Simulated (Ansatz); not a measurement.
# Al: the cost of one run

Program: Ansatz 0.2.0. Level of theory: DFT PBE+D3(BJ), scalar-relativistic, plane waves, PAW. These are calculated values, not measurements.

3 further runs of the same task are left out: 1 that didn't finish, 2 set aside as unsound or not needed.

## 1. Starting point

Symmetry: Fm-3m, No. 225, cubic system. Conventional cell: a = 3.983 Å, b = 3.983 Å, c = 3.983 Å, α = 90.00°, β = 90.00°, γ = 90.00°. Around Al (site symmetry m-3m) lie 12 Al at 2.82 Å.

Structure file:

```cif
data_structure
_symmetry_space_group_name_H-M 'P 1'
_symmetry_Int_Tables_number 1
_cell_length_a 2.8162
_cell_length_b 2.8162
_cell_length_c 4.8778
_cell_angle_alpha 73.221
_cell_angle_beta 73.221
_cell_angle_gamma 60.000
_cell_volume 31.59
loop_
_atom_site_label
_atom_site_type_symbol
_atom_site_fract_x
_atom_site_fract_y
_atom_site_fract_z
_atom_site_occupancy
Al1 Al 0.50000 0.50000 0.50000 1
Al2 Al 0.00000 0.00000 0.00000 1
```

It is built from the cell relaxed beforehand with the same method (15.79 Å³/atom).

## 2. Zero of the scan

input.yaml

```yaml
crystal:
  lattice:
    - [0.0, -1.9913628294, -1.9913628294]
    - [-1.9913628294, 0.0, -1.9913628294]
    - [1.9913628294, 1.9913628294, -3.9827256588]
  atoms:
    - { symbol: Al, position: [0.5, 0.5, 0.5] }
    - { symbol: Al, position: [0.0, 0.0, 0.0] }
basis:
  ecutwfc: 420
kpoints:
  mp_grid: { grid: [24, 24, 24] }
hamiltonian:
  xc: pbe
  dispersion: d3bj
scf:
  occupations: { method: gaussian, width: 0.15 }
output:
  forces: true
  stress: true
  eigenvalues: true
```

The run is started by

```sh
ansatz run input.yaml --threads 2 --pin off --max-ram 5120MiB --backend cpu --events-out ev --progress --plain --runs-dir out
```

What time and memory should one allow on 2 threads of Intel Xeon at 2.70GHz, shared host?

About 15 s, with a peak of 0.63 GiB.
